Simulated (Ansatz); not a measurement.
**C₃H₄SSi: one species, many methods**

The task here is to estimate one member of a computed series from the others.

The runs use Ansatz 0.2.0, Gaussian basis; functionals in def2-TZVPP, the program's frozen cores in correlated methods.

Levels to be run: LDA (SPW92), PBE-D4, revPBE-D4, BLYP-D4, r2SCAN-D4, B97M-V, PBE0-D4, B3LYP-D4, r2SCANh-D4, r2SCAN0-D4, HSE06-D4, BHLYP-D4, CAM-B3LYP-D4, LC-ωPBE, ωB97X-V, ωB97M-V, B2PLYP, PBE-QIDH; CCSD(T)/def2-SVP; CCSD(T)/def2-TZVPP; MP2/def2-QZVPP; extrapolation to the limit; RPA on PBE.

## Structure used throughout

The geometry comes from an earlier relaxation with PBE0-D4 in a triple-zeta def2 set; it is a stationary point, not always the lowest conformer.

SMILES `C#C[SiH]1CS1`, 9 atoms, charge 0, spin multiplicity 1.

Atoms are counted from 1 here; the program's logs count them from 0.

Bond lengths: C1–C2 1.206 Å, C1–H6 1.066 Å, C2–Si3 1.807 Å, Si3–C4 1.835 Å, Si3–S5 2.081 Å, Si3–H7 1.474 Å, C4–S5 1.866 Å, C4–H8 1.086 Å, C4–H9 1.086 Å. Angles: C2–C1–H6 179.7°, C1–C2–Si3 179.0°, C2–Si3–C4 119.2°, C2–Si3–S5 119.4°, C2–Si3–H7 111.8°, C4–Si3–S5 56.5°, C4–Si3–H7 120.4°, S5–Si3–H7 119.4°, Si3–C4–S5 68.4°, Si3–C4–H8 119.5°, Si3–C4–H9 120.1°, S5–C4–H8 113.1°, S5–C4–H9 113.3°, H8–C4–H9 113.8°, Si3–S5–C4 55.1°.

The first run:

The input, in.yaml:

```yaml
crystal:
  periodic: [false, false, false]
  atoms:
    - {symbol: C, position_ang: [-0.909317, -2.051166, 1.341560]}
    - {symbol: C, position_ang: [-0.706339, -0.986610, 0.812101]}
    - {symbol: Si, position_ang: [-0.432448, 0.614370, 0.019737]}
    - {symbol: C, position_ang: [1.013344, 0.829442, -1.089783]}
    - {symbol: S, position_ang: [1.248661, 1.731789, 0.526577]}
    - {symbol: H, position_ang: [-1.082919, -2.992752, 1.810796]}
    - {symbol: H, position_ang: [-1.701738, 1.307028, -0.267259]}
    - {symbol: H, position_ang: [1.710492, 0.008147, -1.224278]}
    - {symbol: H, position_ang: [0.948863, 1.493451, -1.946452]}
basis:
  gaussian: {orbitals: def2-TZVPP}
hamiltonian: {xc: lda}
output: {orbitals: {seedname: orbitals}}
```

Launch:

```
$ ansatz run in.yaml --threads 2 --pin off --events-out ev --progress --plain --max-ram 4352MiB
```

Steps of the session up to this table: LDA; PBE-D4 (GGA); revPBE-D4 (GGA); BLYP-D4 (GGA); r2SCAN-D4 (meta-GGA); B97M-V (meta-GGA); B3LYP-D4 (hybrid); r2SCANh-D4 (hybrid); r2SCAN0-D4 (hybrid); HSE06-D4 (hybrid); BHLYP-D4 (hybrid); CAM-B3LYP-D4 (range-separated); LC-ωPBE (range-separated); ωB97X-V (range-separated); ωB97M-V (range-separated); B2PLYP (double hybrid); PBE-QIDH (double hybrid).

One table of the session follows, with a row left open; its other results are not shown here.

It belongs to the step «Orbital energies across the functionals». 

```
  functional  HOMO (eV)  gap (eV)
 LDA (SPW92)      -5.95      3.87
      PBE-D4      -5.84      3.99
   revPBE-D4      -5.80      4.03
     BLYP-D4      -5.65      3.96
   r2SCAN-D4      -6.08      4.42
      B97M-V      -6.15      4.54
     PBE0-D4      -7.03      6.03
    B3LYP-D4      -6.77      5.59
  r2SCANh-D4      -6.52      5.17
  r2SCAN0-D4          ?         ?
    HSE06-D4      -6.63      5.26
    BHLYP-D4      -8.06      8.04
CAM-B3LYP-D4      -8.31      8.39
     LC-ωPBE      -9.73     10.90
     ωB97X-V      -9.36     10.45
     ωB97M-V      -9.20     10.12
```

Q: Estimate the row for r2SCAN0-D4 from the others.

Worked estimate for «HOMO (eV)». Against the share of exact exchange, r2SCAN-D4 (0, -6.08), r2SCANh-D4 (0.1, -6.52) give a slope of -4.40 per unit share; at 0.25 the line stands at -7.18.

The run gave: HOMO (eV): -7.19; gap (eV): 6.30. In «HOMO (eV)» the line misses by +0.01.
